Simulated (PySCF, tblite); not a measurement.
# C7H14Si: geometry, infrared bands, NMR shifts, electronic excitations and core binding energies

What infrared bands, NMR shifts, electronic excitations and core binding energies should C7H14Si (`CC(C)[SiH]1CC=CC1`) show?

The runs use tblite 0.8.0 and PySCF 2.14.0, with density-fitted response routines of our own; the level of theory stands in each step. All values are computed, except where a source is named. Atoms count from 0, in the outputs and in this text.

### Step 1. The starting structure

22 atoms, charge 0, multiplicity 1; geometry from: force field or distance geometry start.

Bonds of the start (Å): C0–C1 1.53, C1–C2 1.52, C1–Si3 1.91, Si3–C4 1.93, C4–C5 1.50, C5–C6 1.34, C6–C7 1.50, C7–Si3 1.93, C0–H8 1.10, C0–H9 1.11, C0–H10 1.09, C1–H11 1.11, C2–H12 1.10, C2–H13 1.10, C2–H14 1.10, Si3–H15 1.47, C4–H16 1.09, C4–H17 1.09, C5–H18 1.10, C6–H19 1.09, C7–H20 1.10, C7–H21 1.09.

### Step 2. Geometry optimisation with GFN2-xTB

What the job is given:

```
{"job": {"kind": "relax", "xc": "GFN2-xTB", "basis": "xTB"}, "charge": 0, "multiplicity": 1}
C     -1.995500    -1.418700    -0.712700
C     -1.329600    -0.260600     0.032700
C     -2.321300     0.870700     0.256800
Si     0.289700     0.323700    -0.799100
C      1.279800     1.511500     0.348400
C      2.547800     0.762400     0.658200
C      2.728700    -0.462900     0.139100
C      1.651900    -1.041200    -0.733400
H     -2.312300    -1.112800    -1.715500
H     -2.898300    -1.760300    -0.168600
H     -1.335900    -2.277300    -0.820200
H     -1.041000    -0.644600     1.034100
H     -1.902400     1.686000     0.860600
H     -2.656800     1.301000    -0.703000
H     -3.221300     0.521900     0.786800
H      0.077600     0.863900    -2.146200
H      0.723300     1.736000     1.258200
H      1.501200     2.437000    -0.191100
H      3.301000     1.227400     1.303200
H      3.630000    -1.042900     0.347200
H      1.246500    -1.962400    -0.300900
H      2.026400    -1.238300    -1.742300
```

Launch:

```sh
$ OMP_NUM_THREADS=1 python probes_run.py task.json out
```

One launch serves the whole session: the jobs run in the order shown.

**Question.** This job is followed by: GFN2-xTB harmonic vibrations, gas phase; PBE0-D3(BJ)/def2-SVP geometry optimisation, gas phase; GIAO PBE0/pcSseg-1 NMR shielding, non-relativistic, gas phase; TDDFT B3LYP/def2-SVPD, vertical, gas phase, core orbitals frozen in the response; GIAO PBE/pcSseg-1 NMR shielding, non-relativistic, gas phase; delta-SCF UKS SCAN, pcX-2 on the ionised atom, pcseg-1 elsewhere, spin-free X2C. What will the session give for the following? strongest single infrared mode (GFN2-xTB); zero-point energy (GFN2-xTB); point group; rotational constants (main isotopes); ¹³C shifts against TMS (PBE0/pcSseg-1, means over atoms taken as alike); ¹H shifts against TMS (PBE0/pcSseg-1, means over atoms taken as alike); ²⁹Si shifts against TMS (PBE0/pcSseg-1); surface potential, 1st and 99th percentile; lowest singlet (B3LYP/def2-SVPD); brightest single state of those computed; lowest triplet; vertical ionisation energy (ΔSCF); C1s binding energies, SCAN/pcX-2; Si1s binding energies, SCAN/pcX-2; Si2p binding energies, SCAN/pcX-2; range of the shift of C1.

The runs gave:

```
                                                               quantity                                          value
                              strongest single infrared mode (GFN2-xTB)                          2185 cm⁻¹, 346 km/mol
                                           zero-point energy (GFN2-xTB)                                 118.1 kcal/mol
                                                            point group                                             Cs
                                   rotational constants (main isotopes)                           3.13, 1.12, 0.91 GHz
¹³C shifts against TMS (PBE0/pcSseg-1, means over atoms taken as alike)                    140.8, 19.7, 16.5, 16.1 ppm
 ¹H shifts against TMS (PBE0/pcSseg-1, means over atoms taken as alike)         6.05, 4.14, 1.62, 1.38, 1.07, 0.57 ppm
                                ²⁹Si shifts against TMS (PBE0/pcSseg-1)                                       11.4 ppm
                                  surface potential, 1st and 99th percentile                             -0.68 V and 0.60 V
                                       lowest singlet (B3LYP/def2-SVPD)                    6.29 eV (197 nm), f = 0.002
                               brightest single state of those computed                    state 4, 6.85 eV, f = 0.107
                                                         lowest triplet                                        4.33 eV
                                      vertical ionisation energy (ΔSCF)                                        8.83 eV
                                       C1s binding energies, SCAN/pcX-2  C0 290.44, C5 289.97, C1 289.93, C4 289.85 eV
                                      Si1s binding energies, SCAN/pcX-2                                 Si3 1845.54 eV
                                      Si2p binding energies, SCAN/pcX-2                                  Si3 105.99 eV
                                               range of the shift of C1                               16.1 to 19.3 ppm
```

What this shows: Relaxing lowered the energy by 0.104 eV in 87 steps; the close pair that moved most is C5–C6, from 1.343 to 1.321 Å (GFN2-xTB). All 60 modes are real, so the xTB geometry is a minimum. The strongest single mode, at 2185 cm⁻¹, moves mainly H15. Unscaled tight-binding wavenumbers are off by several per cent, some by more. Its intensities can rank the bands wrongly. Relaxing lowered the energy by 0.213 eV in 5 steps; the close pair that moved most is C1–Si3, from 1.945 to 1.894 Å (PBE0/def2-SVP). C5, C6 (mean) (alkene CH) lies farthest downfield among carbon, at 140.8 ppm; as expected for a trigonal carbon in a double bond. The most deshielded hydrogen is H18, H19 (mean) (hydrogen on an alkene CH), at 6.05 ppm: olefinic region. At PBE0/pcSseg-1: Shielding is most anisotropic at C5, C6 (span 207 ppm, paramagnetic term -211 ppm). The first singlet state (HOMO→LUMO+1 0.73, HOMO→LUMO+2 0.26) lies at 6.29 eV and is weak; of the 10 states computed, the strongest absorption comes from state 4 at 6.85 eV. The lowest triplet lies 1.97 eV below the lowest singlet (triplets in Tamm-Dancoff, singlets in full TDDFT). ΔSCF puts the ionisation energy at 8.83 eV, 2.07 eV above −ε(HOMO). In ppm, C1 moves most: its shift spreads over 3.2 ppm, from 16.1 (PBE0/pcSseg-1) to 19.3 (PBE/pcSseg-1).
